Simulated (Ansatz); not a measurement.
# Y2Ge3 (P1) in Ansatz: convergence with k mesh

Aim: find how far k mesh must go before the results for Y2Ge3 settle, at PBE. This setting moves, with any that are tied to it; all else stays.

All numbers are computed with Ansatz 0.2.0; they aren't measurements. Logs are shortened: lines on timing, memory, paths and dates and some standing lists are left out, and cuts for length are marked.

### Step 1. The cell of the first run

The typed cell holds 5 atoms: a = 4.392 Å, b = 4.392 Å, c = 7.107 Å, α = 90.00°, β = 90.00°, γ = 120.00°.

The cell comes from a database or a generator and needn't be the stable form of this composition.

The cell isn't the ideal one: atoms moved at random, drawn with an rms of 0.05 Å.

### Step 2. With k mesh 2 × 2 × 1

Contents of input.yaml:

```yaml
crystal:
  lattice:
    - [4.3924264328, 0.0, 0.0]
    - [-2.1962132164, 3.8039528751, 0.0]
    - [0.0, 0.0, 7.107295]
  atoms:
    - { symbol: "Y", position: [0.001682, 0.00536, 0.263603] }
    - { symbol: "Y", position: [0.005759, 0.006186, 0.724647] }
    - { symbol: Ge, position: [0.668672, 0.35501, -0.001088] }
    - { symbol: Ge, position: [0.657294, 0.332515, 0.506635] }
    - { symbol: Ge, position: [0.316529, 0.661015, -0.002032] }
hamiltonian:
  xc: pbe
  pseudopotentials: { kind: paw, source: jth }
kpoints:
  mp_grid: { grid: [2, 2, 1] }
scf:
  occupations: { method: methfessel_paxton, width: 0.1 }
output:
  forces: true
  stress: true
  eigenvalues: true
```

Potentials or basis: JTH PAW.

Started as:

```bash
> ansatz run input.yaml --threads 2 --pin off --max-ram 5632MiB --backend cpu --events-out ev --progress --plain --runs-dir out
```

Run time: 3.1 s. Hardware: 2 threads of Arm Neoverse V1, shared host; peak memory 0.58 GiB.

What came out:

```
Free energy            : -20573.1215 eV
Pressure               : -1.3 GPa
Largest force          : 0.547 eV/Å
Band gap on the k mesh : 0.61 eV, direct
```

### Step 3. With k mesh 3 × 3 × 2

Changes to input.yaml since step 2:

```diff
@@ -15,3 +15,3 @@
 kpoints:
-  mp_grid: { grid: [2, 2, 1] }
+  mp_grid: { grid: [3, 3, 2] }
 scf:
```

Potentials or basis: JTH PAW.

Started as:

```bash
> ansatz run input.yaml --threads 2 --pin off --max-ram 5632MiB --backend cpu --events-out ev --progress --plain --runs-dir out
```

It took 10 s on 2 threads of Arm Neoverse V1, shared host; peak memory 0.59 GiB.

Results:

```yaml
Free_energy: -20572.3678 eV
Pressure: 0.0 GPa
Largest_force: 0.464 eV/Å
Band_gap_on_the_k_mesh: none (metal or under the smearing width)
```

### Step 4. With k mesh 4 × 4 × 2

Changes to input.yaml since step 3:

```diff
@@ -15,3 +15,3 @@
 kpoints:
-  mp_grid: { grid: [3, 3, 2] }
+  mp_grid: { grid: [4, 4, 2] }
 scf:
```

Started as:

```bash
> ansatz run input.yaml --threads 2 --pin off --max-ram 5632MiB --backend cpu --events-out ev --progress --plain --runs-dir out
```

It took 17 s on 2 threads of Arm Neoverse V1, shared host; peak memory 0.68 GiB.

What came out:

```yaml
Free_energy: -20572.0655 eV
Pressure: -0.1 GPa
Largest_force: 0.735 eV/Å
Band_gap_on_the_k_mesh: none (metal or under the smearing width)
```

### Step 5. With k mesh 5 × 5 × 3

Changes to input.yaml since step 4:

```diff
@@ -15,3 +15,3 @@
 kpoints:
-  mp_grid: { grid: [4, 4, 2] }
+  mp_grid: { grid: [5, 5, 3] }
 scf:
```

Started as:

```bash
> ansatz run input.yaml --threads 2 --pin off --max-ram 5632MiB --backend cpu --events-out ev --progress --plain --runs-dir out
```

Run time: 41 s. Hardware: 2 threads of Arm Neoverse V1, shared host; peak memory 0.88 GiB.

Results:

* Free energy: -20571.7632 eV
* Pressure: -0.1 GPa
* Largest force: 0.495 eV/Å
* Band gap on the k mesh: none (metal or under the smearing width)

### Step 6. With k mesh 6 × 6 × 4

Changes to input.yaml since step 5:

```diff
@@ -15,3 +15,3 @@
 kpoints:
-  mp_grid: { grid: [5, 5, 3] }
+  mp_grid: { grid: [6, 6, 4] }
 scf:
```

Potentials or basis: JTH PAW.

Started as:

```bash
> ansatz run input.yaml --threads 2 --pin off --max-ram 5632MiB --backend cpu --events-out ev --progress --plain --runs-dir out
```

Run time: 75 s. Hardware: 2 threads of Arm Neoverse V1, shared host; peak memory 1.2 GiB.

The run converged. Its results:

```yaml
Free_energy: -20571.7877 eV
Pressure: 0.5 GPa
Largest_force: 0.450 eV/Å
Band_gap_on_the_k_mesh: none (metal or under the smearing width)
```

### Step 7. With k mesh 8 × 8 × 5

Changes to input.yaml since step 6:

```diff
@@ -15,3 +15,3 @@
 kpoints:
-  mp_grid: { grid: [6, 6, 4] }
+  mp_grid: { grid: [8, 8, 5] }
 scf:
```

Started as:

```bash
> ansatz run input.yaml --threads 2 --pin off --max-ram 5632MiB --backend cpu --events-out ev --progress --plain --runs-dir out
```

Wall time 2.6 min (2 threads of Arm Neoverse V1, shared host); peak memory 2.1 GiB.

Results (log left out):

- Free energy: -20571.8504 eV
- Pressure: 0.6 GPa
- Largest force: 0.561 eV/Å
- Band gap on the k mesh: none (metal or under the smearing width)

### Step 8. With k mesh 10 × 10 × 5

Changes to input.yaml since step 7:

```diff
@@ -15,3 +15,3 @@
 kpoints:
-  mp_grid: { grid: [8, 8, 5] }
+  mp_grid: { grid: [10, 10, 5] }
 scf:
```

Started as:

```bash
> ansatz run input.yaml --threads 2 --pin off --max-ram 5632MiB --backend cpu --events-out ev --progress --plain --runs-dir out
```

Wall time 4.1 min (2 threads of Arm Neoverse V1, shared host); peak memory 2.9 GiB.

The run converged. Its results:

```yaml
Free_energy: -20571.8329 eV
Pressure: 0.5 GPa
Largest_force: 0.553 eV/Å
Band_gap_on_the_k_mesh: none (metal or under the smearing width)
```

### Step 9. With k mesh 12 × 12 × 6

Changes to input.yaml since step 8:

```diff
@@ -15,3 +15,3 @@
 kpoints:
-  mp_grid: { grid: [10, 10, 5] }
+  mp_grid: { grid: [12, 12, 6] }
 scf:
```

Potentials or basis: JTH PAW.

Started as:

```bash
> ansatz run input.yaml --threads 2 --pin off --max-ram 5632MiB --backend cpu --events-out ev --progress --plain --runs-dir out
```

The program printed:

```text
Warning: the checks of this Y dataset prove no rule for summing its radial tables, as where they were carried onto another mesh than they were made on, and Gregory's rule is taken, under which a leading mesh point left out moves its sums only by what lay on the interval it spanned. That does not make them correct, and they differ from Quantum ESPRESSO's on this file; a re-export a fraction of a mesh step off can move them. hamiltonian.pseudopotentials.radial_quadrature: simpson_from_first_knot sums it by `pw.x`'s rule; on a PAW file no value gives `pw.x`'s numbers. What more to know: hamiltonian.pseudopotentials.radial_quadrature, in the input reference
Warning: the checks of this Ge dataset prove no rule for summing its radial tables, as where they were carried onto another mesh than they were made on, and Gregory's rule is taken, under which a leading mesh point left out moves its sums only by what lay on the interval it spanned. That does not make them correct, and they differ from Quantum ESPRESSO's on this file; a re-export a fraction of a mesh step off can move them. hamiltonian.pseudopotentials.radial_quadrature: simpson_from_first_knot sums it by `pw.x`'s rule; on a PAW file no value gives `pw.x`'s numbers. What more to know: hamiltonian.pseudopotentials.radial_quadrature, in the input reference
Warning: RAYON_NUM_THREADS=2 ignored (pool sized by the plan → 2); use --threads N
Engine: ansatz 0.2.0, aarch64-unknown-linux-gnu
Pseudopotentials: kind: paw
Pseudopotential: Y, paw, valence charge 11, recommended cutoff 900 eV (normal), Y.paw.azcp
Pseudopotential: Ge, paw, valence charge 14, recommended cutoff 1080 eV (normal), Ge.paw.azcp
Functional definition: PBE
  parameter kappa = 0.804
  parameter beta = 0.06672455060314922
  exchange = pbe_x(kappa = kappa, mu = beta*pi^2/3)
  correlation = pbe_c(beta = beta)
Crystal: 5 atoms, lattice volume = 118.753 Å³
[... 44 lines left out ...]
  E_paw        = -10123.161691  (= ΣΔE_a)
  E_vpaw       = 2057.593325  (= ΣTr[D̂ρ^β])
  E_aug_tail   = 0.000446  (compensation charges beyond the density's cutoff)
  E_ewald      = -5666.791886
  E_smearing   = 0.000663  (= −TS)
  E_closure    = 0.000000  (closes the sum)
  Σ components = -20571.841013   (vs F -20571.841013, Δ=0.00e0)
--- Forces (eV/Å), atoms counted from 1 ---
  atom   1  Y     -0.13360349     0.00764575     0.13423551
  atom   2  Y     -0.20511186    -0.02639361     0.30345868
  atom   3  Ge    -0.04085597    -0.51605698    -0.04228057
  atom   4  Ge     0.17840589     0.09617818    -0.34758690
  atom   5  Ge     0.20116054     0.43862820    -0.04780800
  max |Σ_I F_I| component: 1.87e-5 eV/Å
--- Stress (GPa, compression-positive) ---
        1.135376       0.427963      -0.097543
        0.427963      -0.363029      -0.048628
       -0.097543      -0.048628       0.643482
  P = ⅓ Tr σ = 0.4719 GPa (4.719 kbar)
--- Band table (eV; the first three rows and the last of 436) ---
  k-point 0: bands = ["-31.3587", "-31.2228", "-13.3982", "-13.3877", "-13.3574", "-13.3485", "-13.3421", "-13.1651", "-13.1608", "-13.0749", "-13.0720", "-13.0343", "-12.1290", "-12.1221", "-12.1207", "-12.0371", "-12.0361", "-11.5402", "-11.3342", "-11.3321", "-11.2005", "-11.1964", "-11.0928", "-0.2994", "3.6581", "6.6655", "8.1492", "8.3590", "8.8458", "10.5877", "10.8327", "11.1588", "11.9156", "12.1300", "12.3399", "12.8340", "12.9140", "14.5534", "14.7928"]
  k-point 1: bands = ["-31.3584", "-31.2232", "-13.3982", "-13.3877", "-13.3574", "-13.3485", "-13.3421", "-13.1651", "-13.1608", "-13.0749", "-13.0720", "-13.0343", "-12.1287", "-12.1222", "-12.1208", "-12.0370", "-12.0360", "-11.5215", "-11.3335", "-11.3314", "-11.2013", "-11.1971", "-11.1139", "-0.2810", "3.5415", "6.9479", "8.1543", "8.3772", "8.8754", "10.6321", "10.8489", "10.9331", "11.6092", "11.8621", "12.2575", "13.1946", "13.2352", "14.0926", "14.1488"]
  k-point 2: bands = ["-31.3578", "-31.2238", "-13.3982", "-13.3877", "-13.3574", "-13.3484", "-13.3421", "-13.1651", "-13.1608", "-13.0749", "-13.0721", "-13.0343", "-12.1283", "-12.1223", "-12.1208", "-12.0369", "-12.0359", "-11.4767", "-11.3321", "-11.3299", "-11.2029", "-11.1986", "-11.1632", "-0.2432", "3.3368", "7.6164", "8.1669", "8.4162", "8.9386", "10.1608", "10.7473", "10.8341", "11.2440", "11.6601", "12.5086", "13.1775", "13.2383", "14.1384", "14.2400"]
  k-point 435: bands = ["-31.3546", "-31.2211", "-13.4412", "-13.4375", "-13.3561", "-13.3453", "-13.3447", "-13.1161", "-13.1023", "-13.0827", "-13.0689", "-13.0326", "-12.1285", "-12.1230", "-12.1202", "-12.0348", "-12.0261", "-11.4175", "-11.4139", "-11.3489", "-11.2931", "-11.2178", "-11.1658", "1.4300", "2.8079", "3.9599", "7.5944", "8.5641", "9.3143", "9.6113", "10.6835", "10.8307", "10.9154", "13.4338", "13.5341", "14.1562", "14.2727", "14.4992", "14.7813"]
```

Wall time 7.4 min (2 threads of Arm Neoverse V1, shared host); peak memory 4.7 GiB.

What came out:

| Quantity | Value |
| --- | --- |
| Free energy | -20571.8410 eV |
| Pressure | 0.5 GPa |
| Largest force | 0.519 eV/Å |
| Band gap on the k mesh | none (metal or under the smearing width) |

### Step 10. Result

| k mesh | energy less the tightest run, at zero smearing (meV/atom) | pressure (GPa) | largest force (eV/Å) | gap on the mesh (eV) | SCF cycles | CPU time (s) | peak memory (GiB) |
| --- | --- | --- | --- | --- | --- | --- | --- |
| 2 × 2 × 1 | -256.06 | -1.27 | 0.547 | 0.614 | 11 | 5.9 | 0.58 |
| 3 × 3 × 2 | -105.16 | -0.01 | 0.464 | 0.000 | 11 | 21 | 0.59 |
| 4 × 4 × 2 | -44.90 | -0.12 | 0.735 | 0.000 | 11 | 34 | 0.68 |
| 5 × 5 × 3 | 15.49 | -0.08 | 0.495 | 0.000 | 11 | 80 | 0.88 |
| 6 × 6 × 4 | 10.67 | 0.47 | 0.450 | 0.000 | 11 | 150 | 1.2 |
| 8 × 8 × 5 | -1.76 | 0.56 | 0.561 | 0.000 | 11 | 310 | 2.1 |
| 10 × 10 × 5 | 1.79 | 0.50 | 0.553 | 0.000 | 11 | 490 | 2.9 |
| 12 × 12 × 6 | 0.00 | 0.47 | 0.519 | 0.000 | 11 | 890 | 4.7 |

Against the tightest run, the pressure stays within 0.1 GPa from 6 × 6 × 4 on; the gap on the mesh stays within 0.01 eV from 3 × 3 × 2 on. Not settled before the last step: the energy (to 1 meV/atom), the largest force (to 0.005 eV/Å). Meshes of other sizes hit other points, so gaps and Fermi surfaces needn't settle smoothly. The tightest run that finished is the yardstick and may itself not be fully converged.
